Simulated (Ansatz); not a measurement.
**B3LYP/def2-SVPD run of BH3O3 (boric acid)**

Aim: the electronic atomisation energy of BH3O3 (boric acid) at B3LYP/def2-SVPD, from 4 runs. 

Program for the calculation: Ansatz 0.2.0.

54 further runs of the same task are left out: 1 that didn't finish, 53 set aside as unsound or not needed.

### Step 1. The system as given

The species is BH3O3 (7 atoms), meant as a singlet with charge 0. As SMILES, `OB(O)O`. Geometry: relaxed at PBE0-D4/def2-TZVP. This is a higher conformer, about 20 kJ/mol above the lowest found by a separate search.

Bond lengths: O1–B2 1.367 Å, B2–O3 1.360 Å, B2–O4 1.376 Å, O1–H5 0.957 Å, O3–H6 0.959 Å, O4–H7 0.957 Å. Angles: O1–B2–O3 116.5°, O1–B2–O4 125.2°, O3–B2–O4 118.3°, B2–O1–H5 115.3°, B2–O3–H6 111.6°, B2–O4–H7 115.8°.

### Step 2. A single-point energy at B3LYP/def2-SVPD

File molecule.yaml:

```yaml
basis:
  gaussian:
    orbitals: def2-SVPD
crystal:
  periodic: [false, false, false]
  atoms:
    - {symbol: O, position_ang: [-1.109700, 0.802600, 0.321900]}
    - {symbol: B, position_ang: [-0.012200, -0.006800, 0.228700]}
    - {symbol: O, position_ang: [0.501200, -0.469300, 1.400100]}
    - {symbol: O, position_ang: [0.600700, -0.381300, -0.945400]}
    - {symbol: H, position_ang: [-1.457400, 1.118600, -0.511500]}
    - {symbol: H, position_ang: [1.266800, -1.028200, 1.254500]}
    - {symbol: H, position_ang: [0.210500, -0.035700, -1.748300]}
hamiltonian:
  xc: {name: B3LYP}
accuracy: high
output: {orbitals: {seedname: orbitals}}
```

On the command line:

```console
ansatz run molecule.yaml --threads 1 --pin off --max-ram 3480MiB --events-out events.jsonl --progress --plain --runs-dir runs
```

Standard output:

```text
Warning: RAYON_NUM_THREADS=1 ignored (pool sized by the plan → 1); use --threads N
Functional definition: B3LYP
  name "B3LYP"
  parameter a0 = 0.2
  parameter ax = 0.72
  parameter ac = 0.81
  exchange = (1 - a0 - ax)*slater_x + ax*b88_x + a0*exact_x
  correlation = (1 - ac)*vwn_rpa_c + ac*lyp_c
2240 factors; integrals over basis functions are off by at most 3.4e-9 eV
mean field evaluation 1: about -6855.3267 eV, gradient 8.1e1 eV
mean field evaluation 2: about -6837.3352 eV, gradient 1.3e2 eV
mean field evaluation 4: about -6866.2312 eV, gradient 4.7e0 eV
mean field evaluation 8: about -6866.2657 eV, gradient 9.3e-2 eV
mean field evaluation 16: about -6866.2657 eV, gradient 6.1e-6 eV
mean field -6866.26572514 eV, -252.3306112770 hartree, gradient 2.9e-8 eV, S^2 0.000000; 0 other end points of the search recorded, 0 dependent functions left out
reference -6866.26576276 eV, -252.3306126594 hartree; 16, 16 occupied and 97, 97 virtual orbitals, 2240 factors
Total energy: -6866.26576276 eV, -252.3306126594 hartree
```

Run time: 8.7 s. Hardware: 1 thread of Arm Neoverse V1, shared host; peak memory 0.35 GiB.

### Step 3. The B atom, same level

File job.yaml:

```yaml
crystal:
  periodic: [false, false, false]
  atoms:
    - {symbol: B, position_ang: [0.000000, 0.000000, 0.000000]}
basis:
  gaussian: {orbitals: def2-SVPD}
magnetization: {spin_polarized: true, initial_magnetization: 1}
accuracy: high
hamiltonian: {xc: {name: B3LYP}}
```

On the command line:

```console
ansatz run job.yaml --threads 1 --pin off --max-ram 3480MiB --events-out events.jsonl --progress --plain --runs-dir runs
```

Standard output:

```text
Warning: RAYON_NUM_THREADS=1 ignored (pool sized by the plan → 1); use --threads N
Functional definition: B3LYP
  name "B3LYP"
  parameter a0 = 0.2
  parameter ax = 0.72
  parameter ac = 0.81
  exchange = (1 - a0 - ax)*slater_x + ax*b88_x + a0*exact_x
  correlation = (1 - ac)*vwn_rpa_c + ac*lyp_c
161 factors; integrals over basis functions are off by at most 2.8e-9 eV
mean field evaluation 1: about -670.3075 eV, gradient 2.4e0 eV
mean field evaluation 2: about -670.3627 eV, gradient 4.8e-1 eV
mean field evaluation 4: about -670.3575 eV, gradient 4.5e-1 eV
mean field evaluation 8: about -670.3597 eV, gradient 6.0e-4 eV
mean field evaluation 16: about -670.3597 eV, gradient 5.6e-8 eV
mean field -670.35968030 eV, -24.6352638649 hartree, gradient 5.5e-8 eV, S^2 0.753287; 0 other end points of the search recorded, 0 dependent functions left out
reference -670.35970294 eV, -24.6352646969 hartree; 3, 2 occupied and 17, 18 virtual orbitals, 161 factors
Total energy: -670.35970294 eV, -24.6352646969 hartree
```

Wall time 0.48 s (1 thread of Arm Neoverse V1, shared host).

### Step 4. The H atom

File in.yaml:

```yaml
crystal:
  periodic: [false, false, false]
  atoms:
    - {symbol: H, position_ang: [0.000000, 0.000000, 0.000000]}
basis:
  gaussian:
    orbitals: def2-SVPD
magnetization:
  spin_polarized: true
  initial_magnetization: 1
accuracy: high
hamiltonian:
  xc: {name: B3LYP}
```

Run the same way, it converges to -0.50126 Eh (log not shown).

### Step 5. The O atom at the same level

File molecule.yaml:

```yaml
basis:
  gaussian:
    orbitals: def2-SVPD
crystal:
  periodic: [false, false, false]
  atoms:
    - symbol: O
      position_ang: [0.000000, 0.000000, 0.000000]
magnetization:
  spin_polarized: true
  initial_magnetization: 2
hamiltonian:
  xc: {name: B3LYP}
accuracy: high
```

Run the same way, it converges to -75.00924 Eh (log not shown).

### Step 6. What came out

Level: B3LYP/def2-SVPD.

| quantity | value |
| --- | --- |
| molecule: total energy | -252.33061 Eh |
| molecule: HOMO energy | -9.06 eV |
| molecule: LUMO energy | -0.79 eV |
| molecule: HOMO–LUMO gap | 8.27 eV |
| B atom: total energy | -24.63526 Eh |
| B atom: ⟨S²⟩ | 0.753 |
| H atom: total energy | -0.50126 Eh |
| H atom: ⟨S²⟩ | 0.750 |
| O atom: total energy | -75.00924 Eh |
| O atom: ⟨S²⟩ | 2.004 |
| electronic atomisation energy | 31.670 eV |

Taking the molecule apart into free atoms costs 31.67 eV (730 kcal/mol), before zero-point energy and without spin-orbit coupling.
